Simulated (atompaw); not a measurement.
# A PAW (atompaw) potential for gadolinium, from input to tests

Do these settings give a usable potential? It is generated, then checked for scattering, ghosts and hardness.

The numbers are computed with atompaw 4.2.0.5 (PBEsol, scalar-relativistic, spin-unpolarised reference atom).

**1. The design**

The settings as typed:

```
element                 : gadolinium (Gd, Z = 64)
type                    : PAW
frozen core             : [Xe]
valence charge          : 10
reference configuration : 4f7 5d1 6s2 6p0
partial waves           : 6s (bound): rc 3.00 bohr; 6s channel at 4.25 Ry: rc 3.00 bohr; 6p (bound, empty): rc 3.00 bohr; 6p channel at 3.1 Ry: rc 3.00 bohr; 5d (bound): rc 3.00 bohr; 5d channel at 0.55 Ry: rc 3.00 bohr; 4f (bound): rc 0.70 bohr; 4f channel at 2.45 Ry: rc 0.70 bohr
local potential         : bessel scheme, radius 2.70 bohr
core correction         : smooth core density matched at 2.25 bohr
augmentation charge     : sinc compensation charge, radius 2.45 bohr; PAW radius 3.00 bohr; waves and projectors: custom rrkj vanderbiltortho
```

An earlier all-electron run gives the scale for the radii.

All-electron outer shells of the reference configuration (PBEsol, scalar-relativistic, ld1.x):

| shell | level (eV) | outermost node (bohr) | outermost maximum (bohr) |
| --- | --- | --- | --- |
| 5s | -49.77 | 0.65 | 1.20 |
| 5p | -27.28 | 0.70 | 1.35 |
| 4f | -8.73 | – | 0.56 |
| 6s | -4.15 | 1.60 | 3.37 |
| 5d | -2.56 | 0.79 | 1.97 |
| 6p | -1.31 | 1.92 | 4.55 |

**2. Generation**

Gd.input reads:

```
Gd 64
GGA-PBESOL scalarrelativistic loggrid 2001 logderivrange -3 5 201
6 6 5 4 0 0
6 1 0
5 2 1
4 3 7
0 0 0
c
c
c
c
c
v
c
c
c
c
v
c
c
v
v
3
3.00 2.45 2.70 2.25
y
4.25
n
y
3.1
n
y
0.55
n
y
2.45
n
custom rrkj vanderbiltortho sinc
bessel
3.00
3.00
3.00
3.00
3.00
3.00
0.70
0.70
PWSCFOUT
UPFDX 0.0125d0 UPFXMIN -7.d0 UPFZMESH 64.d0
END
```

The run is started by

```sh
$ atompaw < Gd.input > Gd.log
```

Q: Predict the outcome of this session. Wanted: cutoffs for 10 and 1 mRy, occupied levels; bound ghosts; largest phase difference near zero energy, channels read; lowest eigenvalue of the overlap; share of valence orbitals outside the PAW sphere; UPF file.

As calculated:

| quantity | value |
| --- | --- |
| cutoffs for 10 and 1 mRy, occupied levels | over 300 Ry and over 300 Ry |
| bound ghosts | none found |
| largest phase difference near zero energy, channels read | 2.948 rad |
| lowest eigenvalue of the overlap (Bessel basis) | 0.461 (s) |
| share of valence orbitals outside the PAW sphere | 6s 75 %, 6p 93 %, 5d 37 %, 4f 0 % |
| UPF file | written |

What this shows: By its cutoff, over 300 Ry for the looser tolerance, it is very hard. The slowest occupied level is 4f: taken alone it needs over 300 Ry to come within 1 mRy, against 10 Ry for 5d. No bound ghost shows below the valence levels. Of the channels read, p scatters worst near zero energy, by up to 2.95 rad. A step near π is an extra or missing state, not a misfit of shape. The pseudo curves have a pole with no partner nearby in the atom's: p at 0.22 Ry. At positive energy that is a spurious or a displaced resonance. These are tests on the free atom; a crystal test is still owed.
